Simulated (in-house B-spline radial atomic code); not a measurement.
# Sr⁶⁺: ionisation energy by several methods

Aim: the ionisation energy of Sr⁶⁺ by several methods, each as the difference of two self-consistent energies (Sr⁶⁺ and the next ion, [Ar] 3d10 4s2 4p1).

Method: non-relativistic, several functionals, spin-polarised, exact exchange averaged over the configuration; spherical all-electron atom at the radial basis limit. Code: in-house B-spline radial atomic code version 1.

### 1 Starting point

* element: strontium (Z = 38)
* charge: +6
* electrons: 32
* configuration: [Ar] 3d10 4s2 4p2
* nucleus: point

Outer shells as boxes (Hund's rule):

[Ar] 3d10 4s2 4p2
```
[Ar] core
3d [↑↓][↑↓][↑↓][↑↓][↑↓]
4s [↑↓]
4p [↑ ][↑ ][  ]
```

Where spins are not typed, each open shell is filled with up spins first.

### 2 B3LYP, a global hybrid

Settings, as recorded:

```ini
Z = 38
electrons = 32.0
configuration = [Ar] 3d10 4s2 4p2
hamiltonian = nr
method = b3lyp
spin_polarised = True
exact_exchange = averaged over the configuration
```

The run is started by

```
> python run_scf.py task.json out
```

The settings of every run stand in task.json; they run in order.

From the run's result record (rounded, not every field):

```text
status: converged
scf [iteration, energy, orbital gradient]:
  - [1, -3115.50223169, 0.603]
  - [2, -3120.13492147, 0.527]
  - [3, -3123.18118824, 0.0984]
  - [4, -3123.29768647, 0.0157]
  - [5, -3123.30009283, 0.0108]
  - [6, -3123.30149769, 0.000394]
  - [7, -3123.30149932, 5.51e-05]
  - [8, -3123.30149935, 2.53e-06]
  - [9, -3123.30149935, 8.95e-08]
energy [hartree]: {"total": -3123.30149935, "kinetic": 3121.62048775, "nuclear": -7346.3417016, "coulomb": 1202.5812231, "exact_exchange": -19.84800994, "xc": -81.313498657}
orbitals [hartree, bohr; first row names the columns]:
  - ["name", "occ", "eps", "<r>", "<r^2>", "<1/r>", "r_max", "density_at_nucleus", "spin_orbit_zeta"]
  - ["1s up", 1.0, -579.02668, 0.040185, 0.0021618, 37.49, 0.026561, 17011.0, "-"]
  - ["1s down", 1.0, -579.01376, 0.040184, 0.0021617, 37.49, 0.026561, 17012.0, "-"]
  - ["2s up", 1.0, -80.564403, 0.1769, 0.036816, 8.3819, 0.14921, 1693.0, "-"]
  - ["2s down", 1.0, -80.556657, 0.17689, 0.036811, 8.3819, 0.14921, 1693.0, "-"]
  - ["2p up", 3.0, -73.661634, 0.15221, 0.028272, 8.3631, 0.1178, "-", 1.5907]
  - ["2p down", 3.0, -73.648307, 0.15222, 0.028274, 8.3625, 0.11782, "-", 1.5904]
  - ["3s up", 1.0, -15.279907, 0.50175, 0.2886, 2.8377, 0.44527, 283.97, "-"]
  - ["3s down", 1.0, -15.26193, 0.50158, 0.28829, 2.8374, 0.44541, 283.78, "-"]
  - ["3p up", 3.0, -12.736001, 0.50151, 0.29316, 2.7348, 0.43446, "-", 0.24328]
  - ["3p down", 3.0, -12.713854, 0.50129, 0.29274, 2.7347, 0.43468, "-", 0.24315]
  - ["3d up", 5.0, -8.1304506, 0.49275, 0.29449, 2.5242, 0.3753, "-", 0.026893]
  - ["3d down", 5.0, -8.1119113, 0.49164, 0.29278, 2.5274, 0.3753, "-", 0.026956]
  - ["4s up", 1.0, -4.3318189, 1.2697, 1.81, 1.0576, 1.1637, 48.282, "-"]
  - ["4s down", 1.0, -4.1886641, 1.2716, 1.8189, 1.0585, 1.1592, 48.534, "-"]
  - ["4p up", 2.0, -3.6083741, 1.3659, 2.1055, 0.97338, 1.2413, "-", 0.037545]
sum_r [bohr^k]: {"-1": 193.3248, "1": 15.55422, "2": 13.35844}
density_at_nucleus [bohr^-3]: 38073.52
spin_density_at_nucleus [bohr^-3]: -0.452059
mass_velocity [hartree]: -164.901
darwin [hartree]: 121.02
radius_at_0.001 [bohr]: 2.709
radius_enclosing_fraction [bohr]: {"0.5": 0.3882, "0.9": 1.066, "0.99": 1.979}
slater [hartree]:
  F0(4s up,4s up): 0.70733
  F0(4s up,4s down): 0.70684
  F0(4s up,4p up): 0.68085
  G1(4s up,4p up): 0.4684
  F0(4s down,4s down): 0.70636
  F0(4s down,4p up): 0.68039
  F0(4p up,4p up): 0.65768
  F2(4p up,4p up): 0.35196
ionisation_energy [hartree]: 3.83876684
```

It took 0.53 s on 1 thread, shared host.

The run also solves the next ion with the same method; the record keeps the difference, ionisation_energy. radius_at_0.001 is where the density falls to 0.001 electrons per bohr³.

Radial density 4πr²n(r) and radial functions P(r) = rR(r):

```tsv
r (bohr)	4πr²n	4s down	4p up
0.00301	3.448	0.0662	0.0021
0.00444	6.730	0.0923	0.0044
0.00655	12.48	0.1250	0.0093
0.00965	21.42	0.1619	0.0190
0.0142	32.94	0.1952	0.0376
0.0210	43.50	0.2083	0.0723
0.0309	46.61	0.1731	0.1293
0.0455	41.37	0.0595	0.2108
0.0671	40.27	-0.1343	0.2964
0.0989	52.35	-0.3218	0.3207
0.146	54.58	-0.3096	0.1806
0.215	36.95	0.0415	-0.1564
0.317	36.91	0.4905	-0.4840
0.467	38.40	0.4347	-0.3961
0.688	17.21	-0.3027	0.2266
1.01	6.136	-0.9793	0.8751
1.49	3.267	-0.8676	0.9039
2.20	0.5252	-0.3190	0.4027
3.24	0.01215	-0.0412	0.0670
4.78	1.766e-05	-0.0012	0.0028
```

On the record's full grid the radial density has clear maxima near r = 0.031, 0.12, 0.38 bohr.

X-ray form factor of the spherical density:

```tsv
sinθ/λ (1/Å)	f (electrons)
0	32.000
0.1	31.055
0.2	28.636
0.3	25.609
0.4	22.653
0.6	17.689
0.8	13.727
1	10.664
1.4	7.166
1.8	5.701
2.5	4.199
4	2.011
6	1.177
```

### 3 LC-ωPBE, a range-separated hybrid

Changes to the settings of step 2:

```diff
@@ -4,3 +4,3 @@
 hamiltonian = nr
-method = b3lyp
+method = lc_wpbe
 spin_polarised = True
```

Results of the run:

```text
status: converged
iterations: 9
energy [hartree]: {"total": -3122.86456274, "kinetic": 3121.30167591, "nuclear": -7345.71832702, "coulomb": 1202.13845402, "exact_exchange": -6.87384411921, "xc": -93.7125215292}
orbitals [hartree, bohr; first row names the columns]:
  - ["name", "occ", "eps", "<r>"]
  - ["1s up", 1.0, -577.23898, 0.04018]
  - ["1s down", 1.0, -577.2289, 0.04018]
  - ["2s up", 1.0, -80.013978, 0.17694]
  - ["2s down", 1.0, -80.008558, 0.17693]
  - ["2p up", 3.0, -73.201464, 0.15221]
  - ["2p down", 3.0, -73.191769, 0.15221]
  - ["3s up", 1.0, -15.180693, 0.50223]
  - ["3s down", 1.0, -15.166262, 0.502]
  - ["3p up", 3.0, -12.682571, 0.50188]
  - ["3p down", 3.0, -12.666585, 0.50158]
  - ["3d up", 5.0, -8.1590341, 0.49324]
  - ["3d down", 5.0, -8.1414736, 0.49208]
  - ["4s up", 1.0, -4.4616576, 1.2712]
  - ["4s down", 1.0, -4.316839, 1.2669]
  - ["4p up", 2.0, -3.7382155, 1.3639]
sum_r [bohr^k]: {"-1": 193.3084, "1": 15.55467, "2": 13.34836}
ionisation_energy [hartree]: 3.83957126
```

Wall time 0.94 s (1 thread, shared host).

### 4 CAM-B3LYP, a range-separated hybrid

Changes to the settings of step 3:

```diff
@@ -4,3 +4,3 @@
 hamiltonian = nr
-method = lc_wpbe
+method = camb3lyp
 spin_polarised = True
```

Results of the run:

```text
status: converged
iterations: 9
energy [hartree]: {"total": -3123.42341272, "kinetic": 3121.95388486, "nuclear": -7346.66310329, "coulomb": 1202.49935842, "exact_exchange": -21.4781447753, "xc": -79.7354079355}
orbitals [hartree, bohr; first row names the columns]:
  - ["name", "occ", "eps", "<r>"]
  - ["1s up", 1.0, -579.08478, 0.040181]
  - ["1s down", 1.0, -579.07201, 0.040181]
  - ["2s up", 1.0, -80.618539, 0.17689]
  - ["2s down", 1.0, -80.610947, 0.17688]
  - ["2p up", 3.0, -73.717368, 0.1522]
  - ["2p down", 3.0, -73.704217, 0.15221]
  - ["3s up", 1.0, -15.348, 0.50177]
  - ["3s down", 1.0, -15.329872, 0.50158]
  - ["3p up", 3.0, -12.805771, 0.50156]
  - ["3p down", 3.0, -12.783629, 0.50132]
  - ["3d up", 5.0, -8.2029259, 0.49279]
  - ["3d down", 5.0, -8.184125, 0.49165]
  - ["4s up", 1.0, -4.4082022, 1.2705]
  - ["4s down", 1.0, -4.2591144, 1.272]
  - ["4p up", 2.0, -3.6793249, 1.3661]
sum_r [bohr^k]: {"-1": 193.3332, "1": 15.55631, "2": 13.36599}
ionisation_energy [hartree]: 3.8383761
```

Run time: 1.1 s. Hardware: 1 thread, shared host.

### 5 ωB97X, a range-separated hybrid

Changes to the settings of step 4:

```diff
@@ -4,3 +4,3 @@
 hamiltonian = nr
-method = camb3lyp
+method = wb97x
 spin_polarised = True
```

Results of the run:

```text
status: converged
iterations: 9
energy [hartree]: {"total": -3123.34000039, "kinetic": 3121.93422151, "nuclear": -7346.78823985, "coulomb": 1202.6136578, "exact_exchange": -20.0268816475, "xc": -81.0727582036}
orbitals [hartree, bohr; first row names the columns]:
  - ["name", "occ", "eps", "<r>"]
  - ["1s up", 1.0, -578.76755, 0.040178]
  - ["1s down", 1.0, -578.75568, 0.040178]
  - ["2s up", 1.0, -80.551075, 0.17687]
  - ["2s down", 1.0, -80.543567, 0.17686]
  - ["2p up", 3.0, -73.648994, 0.15221]
  - ["2p down", 3.0, -73.63594, 0.15222]
  - ["3s up", 1.0, -15.357133, 0.50153]
  - ["3s down", 1.0, -15.342551, 0.50145]
  - ["3p up", 3.0, -12.816877, 0.50134]
  - ["3p down", 3.0, -12.798592, 0.50124]
  - ["3d up", 5.0, -8.2244123, 0.49255]
  - ["3d down", 5.0, -8.2081757, 0.49164]
  - ["4s up", 1.0, -4.4438096, 1.2691]
  - ["4s down", 1.0, -4.3069323, 1.2737]
  - ["4p up", 2.0, -3.7138144, 1.3606]
sum_r [bohr^k]: {"-1": 193.3365, "1": 15.54295, "2": 13.31638}
ionisation_energy [hartree]: 3.82647141
```

Run time: 1.1 s. Hardware: 1 thread, shared host.

### 6 TPSSh, a global hybrid

Changes to the settings of step 5:

```diff
@@ -4,3 +4,3 @@
 hamiltonian = nr
-method = wb97x
+method = tpssh
 spin_polarised = True
```

Results of the run:

```text
status: converged
iterations: 8
energy [hartree]: {"total": -3123.15711016, "kinetic": 3121.67610535, "nuclear": -7346.04573967, "coulomb": 1202.25501481, "exact_exchange": -9.92360840953, "xc": -91.1188822413}
orbitals [hartree, bohr; first row names the columns]:
  - ["name", "occ", "eps", "<r>"]
  - ["1s up", 1.0, -578.71147, 0.040166]
  - ["1s down", 1.0, -578.69957, 0.040165]
  - ["2s up", 1.0, -80.306018, 0.17678]
  - ["2s down", 1.0, -80.301183, 0.17677]
  - ["2p up", 3.0, -73.374168, 0.15219]
  - ["2p down", 3.0, -73.363371, 0.1522]
  - ["3s up", 1.0, -15.18989, 0.50145]
  - ["3s down", 1.0, -15.174324, 0.5013]
  - ["3p up", 3.0, -12.636296, 0.50151]
  - ["3p down", 3.0, -12.617293, 0.50122]
  - ["3d up", 5.0, -8.0386477, 0.4933]
  - ["3d down", 5.0, -8.0198307, 0.492]
  - ["4s up", 1.0, -4.3049972, 1.2702]
  - ["4s down", 1.0, -4.1465336, 1.2714]
  - ["4p up", 2.0, -3.5842419, 1.3652]
sum_r [bohr^k]: {"-1": 193.317, "1": 15.55644, "2": 13.35271}
ionisation_energy [hartree]: 3.83913855
```

Run time: 0.6 s. Hardware: 1 thread, shared host.

Meta-GGA runs start from a PBE run whose iterations are not counted.

### 7 The ladder

| method | rung | total energy (hartree) | ΔSCF (eV) | −ε highest (eV) | ΔSCF less tabulated (eV) |
| --- | --- | --- | --- | --- | --- |
| B3LYP | global hybrid | -3123.3015 | 104.46 | 98.19 (4p up) | +0.46 |
| TPSSh | global hybrid | -3123.1571 | 104.47 | 97.53 (4p up) | +0.47 |
| LC-ωPBE | range-separated hybrid | -3122.8646 | 104.48 | 101.72 (4p up) | +0.48 |
| CAM-B3LYP | range-separated hybrid | -3123.4234 | 104.45 | 100.12 (4p up) | +0.45 |
| ωB97X | range-separated hybrid | -3123.3400 | 104.12 | 101.06 (4p up) | +0.12 |

Against the tabulated ionisation energy, 104 ± 2 eV (tabulated theoretical; NIST Atomic Spectra Database), the best here is ωB97X (+0.12 eV) and the worst LC-ωPBE (+0.48 eV, or 0.46 %). The table's own uncertainty is as large as these misses, so the order means little. These runs lack relativity altogether, which can outweigh the gaps between the methods, so the nearest may be so by luck. These runs leave out relativity, which matters at this nuclear charge. Open shells are averaged (over orientations, and over spins where the run is restricted), while tables refer to the lowest levels.

What each method cost (CPU seconds, one thread, shared host; runs marked * also made radial tables):

| method | CPU time | miss (eV) |
| --- | --- | --- |
| B3LYP* | 0.53 s | +0.46 |
| TPSSh | 0.6 s | +0.47 |
| LC-ωPBE | 0.93 s | +0.48 |
| CAM-B3LYP | 1.1 s | +0.45 |
| ωB97X | 1.1 s | +0.12 |
